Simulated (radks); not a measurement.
**Ir with its nuclear charge varied continuously**

An exercise on one series of results from a longer session: the logs are not shown, and one member is left open.

The numbers are computed with radks (a radial shooting solver on a logarithmic mesh, Libxc functionals) version 1 (Dirac Kohn-Sham, PBE, spin-unpolarised, spherical densities, finite nucleus; open shells fill j = l - 1/2 first), except any that are marked as measured or tabulated.

**The atom as given**

- element: iridium (Z = 77)
- charge: 0
- electrons: 77
- configuration: [Xe] 4f14 5d7 6s2
- nuclear rms radius: 5.4032 fm

Set-up of the first run:

Input:

```text
Z 77
configuration [Xe] 4f14 5d7 6s2
relativity Dirac
functional pbe,pbe
spin unpolarised
j_filling energy
nucleus finite rms 5.4032 fm
c 137.035999084
```

Steps of the session up to this table: Z = 77.

One of the session's tables, all rows but one given; the rest of the session is left out.

It belongs to the step «Z = 77». Radial moments (bohr):

| level | <r> | outermost maximum (interpolated) | 90 % within | nodes |
| --- | --- | --- | --- | --- |
| 5s1/2 | 0.9792 | 0.892 | 1.40 | 4 |
| 5p1/2 | 1.065 | 0.947 | 1.55 | 3 |
| 4f5/2 | ? | ? | ? | ? |
| 4f7/2 | 0.5392 | 0.397 | 0.876 | 0 |
| 5p3/2 | 1.165 | 1.03 | 1.70 | 3 |
| 5d3/2 | 1.681 | 1.28 | 2.65 | 2 |
| 5d5/2 | 1.762 | 1.32 | 2.80 | 2 |
| 6s1/2 | 2.908 | 2.41 | 4.35 | 5 |

Q: Estimate the row for 4f5/2 from the others.

The run gave: <r>: 0.5315; outermost maximum (interpolated): 0.393; 90 % within: 0.863; nodes: 0. In the column «<r>» it is the lowest.
